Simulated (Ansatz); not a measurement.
# As: the cost of one run

Computed with Ansatz 0.2.0 (DFT r2SCAN, scalar-relativistic, plane waves, PAW, unless a step's input says otherwise).

## Step 1: The starting structure

The structure is orthorhombic, space group Cmce (No. 64). The conventional cell has a = 3.650 Å, b = 11.000 Å, c = 4.470 Å, α = 90.00°, β = 90.00°, γ = 90.00°. As (site symmetry m) is surrounded by 3 As at 2.48 to 2.49 Å.

As a file:

```
CELL_PARAMETERS angstrom
1.82500 -5.50000 0.00000
1.82500 5.50000 0.00000
0.00000 0.00000 4.47000
ATOMIC_POSITIONS crystal
As 0.11000 0.89000 0.94000
As 0.61000 0.39000 0.56000
As 0.89000 0.11000 0.06000
As 0.39000 0.61000 0.44000
```

This is candidate A: structure reported for this formula (Cmce, No. 64).

(A quick probe on a coarse mesh, which set the mesh and smearing, is not shown.)

## Step 3: The relaxation (candidate A)

input.yaml

```yaml
crystal:
  lattice:
    - [1.825, -5.5, 0.0]
    - [1.825, 5.5, 0.0]
    - [0.0, 0.0, 4.47]
  atoms:
    - { symbol: As, position: [0.11, 0.89, 0.94] }
    - { symbol: As, position: [0.61, 0.39, 0.56] }
    - { symbol: As, position: [0.89, 0.11, 0.06] }
    - { symbol: As, position: [0.39, 0.61, 0.44] }
basis:
  ecutwfc: 500
kpoints:
  mp_grid: { grid: [10, 10, 8] }
hamiltonian:
  xc: r2scan
scf:
  occupations: { method: gaussian, width: 0.01 }
output:
  forces: true
  stress: true
  eigenvalues: true
relax:
  adjacent_minimum: "off"
  f_tol: 0.01
  max_steps: 80
  cell: { stress_tol: 0.05 }
```

**Question.** How long does this run take on 1 thread of an Arm CPU, shared host, and how much memory does it need?

About 8.4 min, with a peak of 1 GiB.
